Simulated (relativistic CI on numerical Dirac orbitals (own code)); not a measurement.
# Ge¹¹⁺: one ion under different settings

Aim: see what numerical and physical settings do to the SCF, the total energy and the lowest levels of Ge¹¹⁺.

Method: Dirac-Coulomb-Breit CI, KLI orbitals optimised for each configuration, model QED (radiative potential, 1s self-energy scaled to tabulated hydrogen-like ionisation energies), numerical settings as typed. Code: relativistic CI on numerical Dirac orbitals (own code) version 3.

**1. The atom as given**

```
ion            : Ge¹¹⁺ (Ge XII)
nuclear charge : 32
electrons      : 21
isotope        : A = 74
```

**2. The usual input**

Settings, as recorded:

```ini
atom Ge  Z=32  charge=11  electrons=21
nucleus A=74  rms_radius_fm=4.0742
hamiltonian dirac-coulomb  breit=on  qed=on  c_scale=1
orbitals kli  potential=per-configuration
slater_scale 1
correlation none
mixing on
grid step=0.0125 r_max=8.6
scf mixing=0.4 start=green max_iterations=150 tolerance=2e-08 node_fill=0.05
configurations
  [Ar] 3d3
  [Ne] 3s2 3p5 3d4
  [Ne] 3s 3p6 3d4
end
```

Command:

```
python run_levels.py task.json out
```

task.json lists these runs, among others, and the program works through them in turn.

**3. Breit term off**

The settings differ from step 2 so:

```diff
@@ -2,3 +2,3 @@
 nucleus A=74  rms_radius_fm=4.0742
-hamiltonian dirac-coulomb  breit=on  qed=on  c_scale=1
+hamiltonian dirac-coulomb  breit=off  qed=on  c_scale=1
 orbitals kli  potential=per-configuration
```

**4. End of the grid 12.9, speed-of-light factor 0.8**

Settings, as recorded:

```ini
atom Ge  Z=32  charge=11  electrons=21
nucleus A=74  rms_radius_fm=4.0742
hamiltonian dirac-coulomb  breit=on  qed=on  c_scale=0.8
orbitals kli  potential=per-configuration
slater_scale 1
correlation none
mixing on
grid step=0.0125 r_max=12.9
scf mixing=0.4 start=green max_iterations=150 tolerance=2e-08 node_fill=0.05
configurations
  [Ar] 3d3
  [Ne] 3s2 3p5 3d4
  [Ne] 3s 3p6 3d4
end
```

**5. End of the grid 25.8, Breit term off**

Settings, as recorded:

```ini
atom Ge  Z=32  charge=11  electrons=21
nucleus A=74  rms_radius_fm=4.0742
hamiltonian dirac-coulomb  breit=off  qed=on  c_scale=1
orbitals kli  potential=per-configuration
slater_scale 1
correlation none
mixing on
grid step=0.0125 r_max=25.8
scf mixing=0.4 start=green max_iterations=150 tolerance=2e-08 node_fill=0.05
configurations
  [Ar] 3d3
  [Ne] 3s2 3p5 3d4
  [Ne] 3s 3p6 3d4
end
```

**6. QED terms off**

Settings, as recorded:

```ini
atom Ge  Z=32  charge=11  electrons=21
nucleus A=74  rms_radius_fm=4.0742
hamiltonian dirac-coulomb  breit=on  qed=off  c_scale=1
orbitals kli  potential=per-configuration
slater_scale 1
correlation none
mixing on
grid step=0.0125 r_max=8.6
scf mixing=0.4 start=green max_iterations=150 tolerance=2e-08 node_fill=0.05
configurations
  [Ar] 3d3
  [Ne] 3s2 3p5 3d4
  [Ne] 3s 3p6 3d4
end
```

**7. Slater scale 5**

Settings, as recorded:

```ini
atom Ge  Z=32  charge=11  electrons=21
nucleus A=74  rms_radius_fm=4.0742
hamiltonian dirac-coulomb  breit=on  qed=on  c_scale=1
orbitals kli  potential=per-configuration
slater_scale 5
correlation none
mixing on
grid step=0.0125 r_max=8.6
scf mixing=0.4 start=green max_iterations=56 tolerance=2e-08 node_fill=0.05
configurations
  [Ar] 3d3
  [Ne] 3s2 3p5 3d4
  [Ne] 3s 3p6 3d4
end
```

(Steps that only read results are left out.)

**Question.** What will these runs give? Wanted: lowest level, usual settings; total energy; first excitation.

**Answer**, as computed:

| setting | total energy less usual (Ha) | largest shift of a level among the lowest eight of both runs, same label and place (cm⁻¹) | SCF iterations | time | lowest level | kind of change |
| --- | --- | --- | --- | --- | --- | --- |
| usual | 0 | 0 | 30 | 0.11 s | 3d3 4F3/2 | - |
| Breit term off | -0.95 | 1050 | 30 | 0.1 s | 3d3 4F3/2 | model term |
| end of the grid 12.9, speed-of-light factor 0.8 | -12.5 | 5000 | 30 | 0.12 s | 3d3 4F3/2 | unphysical constant |
| end of the grid 25.8, Breit term off | -0.95 | 1050 | 30 | 0.11 s | 3d3 4F3/2 | model term |
| QED terms off | -0.64 | 33.5 | 30 | 0.095 s | 3d3 4F3/2 | model term |
| Slater scale 5 | -0.929 | 243 | 30 | 0.11 s | 3d3 4F3/2 | unsound |

```
                    quantity          value
lowest level, usual settings      3d3 4F3/2
                total energy  -2045.7829 Ha
            first excitation    2517.5 cm⁻¹
```

**Reading.** Among the runs whose levels can be followed, they move most under «end of the grid 12.9, speed-of-light factor 0.8» (unphysical constant), by up to 5000 cm⁻¹. Only the listed configurations are in the model.
